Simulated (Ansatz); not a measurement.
# Ni (Fm-3m): energies of magnetic orders

The task here is to estimate one member of a computed series from the others.

Method: DFT PBE, scalar-relativistic, plane waves, PAW, in Ansatz 0.2.0.

3 further runs of the same task are left out: 3 set aside as unsound or not needed.

### The system as given

It takes space group Fm-3m (No. 225, cubic). The conventional cell has a = 3.519 Å, b = 3.519 Å, c = 3.519 Å, α = 90.00°, β = 90.00°, γ = 90.00°. Ni (site symmetry m-3m) is surrounded by 12 Ni at 2.49 Å.

Coordinates:

```cif
data_structure
_symmetry_space_group_name_H-M 'Fm-3m'
_symmetry_Int_Tables_number 225
_cell_length_a 3.5186
_cell_length_b 3.5186
_cell_length_c 3.5186
_cell_angle_alpha 90.000
_cell_angle_beta 90.000
_cell_angle_gamma 90.000
_cell_volume 43.56
loop_
_atom_site_label
_atom_site_type_symbol
_atom_site_symmetry_multiplicity
_atom_site_Wyckoff_symbol
_atom_site_fract_x
_atom_site_fract_y
_atom_site_fract_z
_atom_site_occupancy
Ni1 Ni 4 a 0.00000 0.00000 0.00000 1
```

An earlier run at PBE left this cell at 10.891 Å³/atom and 0.00 GPa (22×22×22 mesh).

The first run:

input.yaml reads:

```yaml
crystal:
  lattice:
    - [0.0, 1.759309619, -1.759309619]
    - [0.0, 1.759309619, 1.759309619]
    - [3.518619238, 0.0, 0.0]
  atoms:
    - { symbol: Ni, position: [0.0, 0.0, 0.0], spin: 0.8 }
    - { symbol: Ni, position: [0.5, 0.5, 0.5], spin: 0.8 }
basis:
  ecutwfc: 420
  ecutrho_ratio: 4
kpoints:
  mp_grid: { grid: [14, 14, 10] }
hamiltonian:
  xc: pbe
scf:
  occupations: { method: gaussian, width: 0.05 }
  lower_state_search: "off"
output:
  forces: true
  stress: true
  eigenvalues: true
  populations: true
magnetization:
  spin_polarized: true
```

Started as:

```sh
$ ansatz run input.yaml --threads 2 --pin off --max-ram 5120MiB --backend cpu --events-out ev --progress --plain --runs-dir out
```

Steps of the session up to this table: Ferromagnetic, larger cell; Antiferromagnetic, propagation vector (1, 0, 0); Antiferromagnetic, propagation vector (1/2, 1/2, -1/2); No spin polarisation.

One of the session's tables, all rows but one given; the rest of the session is left out.

```
                                                 order  above the lowest (meV/atom)  largest moment (μB)  pressure (GPa)
                                         ferromagnetic                          0.0                 0.69             0.0
       antiferromagnetic, propagation vector (1, 0, 0)                            ?                    ?               ?
antiferromagnetic, propagation vector (1/2, 1/2, -1/2)                         57.1                 0.30            -0.8
                                  no spin polarisation                         63.0                 0.00            -1.3
```

Estimate the missing values for antiferromagnetic, propagation vector (1, 0, 0).

The run gave: above the lowest (meV/atom): 58.0; largest moment (μB): 0.20; pressure (GPa): -1.0. In the column «above the lowest (meV/atom)» it lies between antiferromagnetic, propagation vector (1/2, 1/2, -1/2) (57.1) and no spin polarisation (63.0).

The first row is the run of the earlier session that started with parallel moments (-5839.7215 eV/atom). A larger cell is measured against the parallel state in that same cell where that was run, so that mesh errors cancel.

To keep in mind: Only these orders were tried, at zero temperature; the one found in experiment may not be among them.
